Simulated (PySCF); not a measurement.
# SiCl4: structure of the singlet

The task is one start of a wider search on SiCl4: the singlet, from a square planar start. It is relaxed, tested by its Hessian and followed downhill if it is a saddle.

The runs use PySCF 2.14.0; B3LYP, basis Si def2-SVP, Cl def2-SVP, no relativity, density fitting.

**1. Starting geometry**

5 atoms, charge 0, spin multiplicity 1.

Bond lengths: Si1–Cl2 2.150 Å, Si1–Cl3 2.150 Å, Si1–Cl4 2.150 Å, Si1–Cl5 2.150 Å. Angles: Cl2–Si1–Cl3 90.0°, Cl2–Si1–Cl4 180.0°, Cl2–Si1–Cl5 90.0°, Cl3–Si1–Cl4 90.0°, Cl3–Si1–Cl5 180.0°, Cl4–Si1–Cl5 90.0°.

```xyz
5
charge 0 multiplicity 1
Si    0.0000    0.0000    0.0000
Cl    2.1500    0.0000    0.0000
Cl    0.0000    2.1500    0.0000
Cl   -2.1500    0.0000    0.0000
Cl    0.0000   -2.1500    0.0000
```

**2. Square planar start, singlet: relaxation**

One driver script runs all steps and calls PySCF; scf.py shows how it sets up the SCF of each step. The optimiser is the driver's own. Before each start the driver seeks the lowest SCF state from one or more starting densities and follows internal instabilities, so scf.py alone need not reach the same state.

The program finds D4h symmetry in the start, which this walk keeps. Threshold on the gradient: 0.0003 Eh/bohr, with a further test on the energy change.

Contents of scf.py:

```python
from pyscf import gto, scf, dft
mol = gto.M(atom='''
Si    -0.000000    -0.000000     0.000000
Cl     2.150000    -0.000000    -0.000000
Cl     0.000000     2.150000     0.000000
Cl    -2.150000     0.000000     0.000000
Cl    -0.000000    -2.150000    -0.000000''',
    basis={'Si': 'def2-SVP', 'Cl': 'def2-SVP'},
    charge=0, spin=0)
mf = dft.RKS(mol, xc='B3LYP')
mf.grids.atom_grid = (50, 194)
aux = {'Si': 'def2-universal-JKFIT', 'Cl': 'def2-universal-JKFIT'}
mf = mf.density_fit(auxbasis=aux)
mf.kernel()
```

Steps of the walk:

| step | energy (Eh) | change (kJ/mol) | largest symmetric gradient (Eh/bohr) |
| --- | --- | --- | --- |
| 0 | -2129.789440 | 0.00 | 0.01306 |
| 1 | -2129.791271 | -4.81 | 0.00382 |
| 2 | -2129.791424 | -5.21 | 0.00040 |
| 3 | -2129.791425 | -5.21 | 0.00001 |

The walk took 6.2 s on 4 threads, shared host.

Positions (Å) and forces (eV/Å) along the way:

```
step 0
Si   0.000   0.000   0.000   0.000   0.000   0.000
Cl   2.150   0.000   0.000  -0.672   0.000   0.000
Cl   0.000   2.150   0.000   0.000  -0.672   0.000
Cl  -2.150   0.000   0.000   0.672   0.000   0.000
Cl   0.000  -2.150   0.000   0.000   0.672   0.000
step 1
Si   0.000   0.000   0.000   0.000   0.000   0.000
Cl   2.122   0.000   0.000  -0.197   0.000   0.000
Cl   0.000   2.122   0.000   0.000  -0.197   0.000
Cl  -2.122   0.000   0.000   0.197   0.000   0.000
Cl   0.000  -2.122   0.000   0.000   0.197   0.000
step 2
Si   0.000   0.000   0.000   0.000   0.000   0.000
Cl   2.110   0.000   0.000   0.021   0.000   0.000
Cl   0.000   2.110   0.000   0.000   0.021   0.000
Cl  -2.110   0.000   0.000  -0.021   0.000   0.000
Cl   0.000  -2.110   0.000   0.000  -0.021   0.000
step 3
Si   0.000   0.000   0.000   0.000   0.000   0.000
Cl   2.111   0.000   0.000  -0.001   0.000   0.000
Cl   0.000   2.111   0.000   0.000  -0.001   0.000
Cl  -2.111   0.000   0.000   0.001   0.000   0.000
Cl   0.000  -2.111   0.000   0.000   0.001   0.000
```

End point (D4h, 3 steps, 5.2 kJ/mol gained): Si–Cl 2.111 Å (×4); Cl–Si–Cl 90.0° (×4), Cl–Si–Cl 180.0° (×2).

**3. Is it a minimum? Harmonic modes**

The point is checked on the finer grid, and tightened if its gradient asks for it. The Hessian and the dipole derivatives come from central differences of analytic gradients, with steps of 0.01 bohr.

Edit scf.py of step 2 so:

```diff
@@ -3,5 +3,5 @@
-Si    -0.000000    -0.000000     0.000000
-Cl     2.150000    -0.000000    -0.000000
-Cl     0.000000     2.150000     0.000000
-Cl    -2.150000     0.000000     0.000000
-Cl    -0.000000    -2.150000    -0.000000''',
+Si     0.000000    -0.000000     0.000000
+Cl     2.111115     0.000000    -0.000000
+Cl    -0.000000     2.111115     0.000000
+Cl    -2.111115    -0.000000     0.000000
+Cl     0.000000    -2.111115    -0.000000''',
@@ -11 +11 @@
-mf.grids.atom_grid = (50, 194)
+mf.grids.atom_grid = (75, 302)
```

The driver hands on the density of the step before, so the log starts near convergence.

Log of the central SCF (cycles and frontier levels):

```text
init E= -2129.79130143144
  HOMO = -0.289222889398935  LUMO = -0.115411637495858  gap/eV = 4.72965
cycle= 1 E= -2129.79130143147  delta_E= -3.27e-11  |g|= 1.21e-05  |ddm|= 3.61e-05
  HOMO = -0.289219927893672  LUMO = -0.115409911113487  gap/eV = 4.72961
cycle= 2 E= -2129.79130143149  delta_E= -1.64e-11  |g|= 8.38e-06  |ddm|= 2.43e-05
  HOMO = -0.289221946228312  LUMO = -0.115410968182962  gap/eV = 4.72964
Extra cycle  E= -2129.7913014315  delta_E= -7.28e-12  |g|= 5.86e-06  |ddm|= 1.68e-05
converged SCF energy = -2129.7913014315
```

The whole step took 13 s.

Geometry: D4h; Si–Cl 2.111 Å (×4); Cl–Si–Cl 90.0° (×4), Cl–Si–Cl 180.0° (×2).

Modes, for the most abundant isotopes:

| symmetry | ω (cm⁻¹) | IR (km/mol) |
| --- | --- | --- |
| b2u | 126i | 0.0 |
| eu | 266 | 21.1 |
| b2g | 275 | 0.0 |
| a2u | 298 | 18.3 |
| b1g | 303 | 0.0 |
| a1g | 385 | 0.0 |
| eu | 596 | 557 |

1 mode is imaginary, the largest at 126i cm⁻¹: a saddle point, not a minimum.

Properties at this point:

```yaml
Dipole_moment: 0.00 D
Highest_occupied_level: -7.87 eV
Lowest_empty_level: -3.14 eV
Rotational_constants: 0.05408, 0.05408, 0.02704 cm⁻¹
Zero-point_energy_real_modes: 17.8 kJ/mol
Principal_polarisabilities: 34.2, 70.0, 70.0 bohr³
Atomisation_energy_without_zero-point_energy: 1243 kJ/mol
Principal_traceless_quadrupole_moments_about_the_centre_of_mass: -3.29, -3.29, 6.57 D Å
```

Charges (e) and bond orders:

| atom | Mulliken | Löwdin | polar tensor | Mayer order to Si1 |
| --- | --- | --- | --- | --- |
| Si1 | 0.83 | 0.18 | 1.95 | – |
| Cl2,3,4,5 | -0.21 | -0.05 | -0.49 | 1.04 |

Mulliken populations on Si1: s 5.14, p 7.58, d 0.46.

**4. Downhill along the imaginary mode**

The atoms are moved a little along the softest imaginary mode and relaxed again.

The program finds D2d symmetry in the start, which this walk keeps. Threshold on the gradient: 0.0003 Eh/bohr, with a further test on the energy change.

Edit scf.py of step 3 so:

```diff
@@ -3,5 +3,5 @@
-Si     0.000000    -0.000000     0.000000
-Cl     2.111115     0.000000    -0.000000
-Cl    -0.000000     2.111115     0.000000
-Cl    -2.111115    -0.000000     0.000000
-Cl     0.000000    -2.111115    -0.000000''',
+Si     0.000000    -0.000000    -0.000000
+Cl     2.111115    -0.000000     0.250000
+Cl     0.000000     2.111115    -0.250000
+Cl    -2.111115     0.000000     0.250000
+Cl    -0.000000    -2.111115    -0.250000''',
@@ -11 +11 @@
-mf.grids.atom_grid = (75, 302)
+mf.grids.atom_grid = (50, 194)
```

Energy and gradient, step by step:

| step | energy (Eh) | change (kJ/mol) | largest symmetric gradient (Eh/bohr) |
| --- | --- | --- | --- |
| 0 | -2129.799558 | 0.00 | 0.00821 |
| 1 | -2129.812328 | -33.53 | 0.01123 |
| 2 | -2129.829951 | -79.80 | 0.01400 |
| 3 | -2129.847818 | -126.71 | 0.02019 |
| 4 | -2129.871588 | -189.12 | 0.01963 |
| 5 | -2129.886601 | -228.53 | 0.00468 |
| 6 | -2129.889294 | -235.60 | 0.00498 |
| 7 | -2129.889724 | -236.73 | 0.00188 |
| 8 | -2129.889768 | -236.85 | 0.00014 |
| 9 | -2129.889768 | -236.85 | 0.00001 |

The walk took 16 s.

After 9 steps and 236.8 kJ/mol it ends at Td: Si–Cl 2.049 Å (×4); Cl–Si–Cl 109.5° (×6).

**5. Frequencies**

The same treatment as at the point before.

Edit scf.py of step 4 so:

```diff
@@ -4,4 +4,4 @@
-Cl     2.111115    -0.000000     0.250000
-Cl     0.000000     2.111115    -0.250000
-Cl    -2.111115     0.000000     0.250000
-Cl    -0.000000    -2.111115    -0.250000''',
+Cl     1.673210    -0.000027     1.183081
+Cl    -0.000035     1.673218    -1.183070
+Cl    -1.673156    -0.000043     1.183158
+Cl    -0.000019    -1.673148    -1.183169''',
@@ -11 +11 @@
-mf.grids.atom_grid = (50, 194)
+mf.grids.atom_grid = (75, 302)
```

Log of the central SCF (cycles and frontier levels):

```text
init E= -2129.88975790953
  HOMO = -0.332792557444665  LUMO = -0.0310347242324007  gap/eV = 8.21125
cycle= 1 E= -2129.88975790953  delta_E= 1.36e-12  |g|= 1.57e-06  |ddm|= 2.92e-06
  HOMO = -0.332792659891985  LUMO = -0.0310350788419846  gap/eV = 8.21124
Extra cycle  E= -2129.88975790952  delta_E= 9.09e-12  |g|= 2.32e-06  |ddm|= 4.41e-06
converged SCF energy = -2129.88975790952
```

The whole step took 13 s.

Geometry: Td; Si–Cl 2.049 Å (×4); Cl–Si–Cl 109.5° (×6).

Modes, for the most abundant isotopes:

```tsv
symmetry	ω (cm⁻¹)	IR (km/mol)	μ (u)
e	144	0.0	34.97
t2	214	21.6	33.62
a1	410	0.0	34.97
t2	621	550	29.94
```

All wavenumbers are real: a minimum.

Constants and moments:

```
Dipole moment                                                   : 0.00 D
Highest occupied level                                          : -9.06 eV
Lowest empty level                                              : -0.84 eV
Rotational constants                                            : 0.04305, 0.04305, 0.04305 cm⁻¹
Zero-point energy                                               : 19.2 kJ/mol
Principal polarisabilities                                      : 53.1, 53.1, 53.1 bohr³
Atomisation energy without zero-point energy                    : 1502 kJ/mol
Principal traceless quadrupole moments about the centre of mass : 0.00, 0.00, 0.00 D Å
Entropy at 298.15 K and 1 bar                                   : 332.3 J/(mol K)
Heat capacity Cp at 298.15 K                                    : 90.5 J/(mol K)
Enthalpy at 298.15 K above 0 K                                  : 19.55 kJ/mol
Rotational symmetry number                                      : 12
```

Populations by atom (charges in e):

```json
{"atom": "Si1", "Mulliken": "0.73", "Löwdin": "0.05", "polar tensor": "2.06", "Mayer order to Si1": "–"}
{"atom": "Cl2,3,4,5", "Mulliken": "-0.18", "Löwdin": "-0.01", "polar tensor": "-0.52", "Mayer order to Si1": "1.14"}
```

Mulliken populations on Si1: s 4.94, p 7.84, d 0.48.

**6. The points found, side by side**

| spin | group | bonds | imaginary modes (cm⁻¹) | ΔE (kJ/mol) | with zero-point energy |
| --- | --- | --- | --- | --- | --- |
| singlet | Td | Si–Cl 2.049 Å (×4) | none | 0.0 | 0.0 |
| singlet | D4h | Si–Cl 2.111 Å (×4) | 126i | 258.5 | – |

**7. Results**

| quantity | value |
| --- | --- |
| minimum | singlet, Td |
| geometry | Si–Cl 2.049 Å (×4); Cl–Si–Cl 109.5° (×6) |
| wavenumbers (cm⁻¹) | 144 (e), 214 (t2), 410 (a1), 621 (t2) |
| dipole moment | 0.00 D |
| highest occupied, lowest empty level | -9.06, -0.84 eV |
| polar-tensor charge of Si1 | +2.06 e |
| zero-point energy | 19.2 kJ/mol |
| entropy at 298.15 K | 332.3 J/(mol K) |
| atomisation energy (no zero-point energy) | 1502 kJ/mol |

**Reading.** From D4h at the start the molecule goes to a Td minimum, after a stop at a saddle point 258.5 kJ/mol higher, from which it was pushed off along an imaginary mode. The strongest infrared band lies at 621 cm⁻¹ (t2). The dipole vanishes although Si1 carries +2.1 e by the polar tensor: the bond dipoles cancel. Other starts or spin states, not run here, may lie lower.

The search up to here took 49 s on 4 threads, shared host.
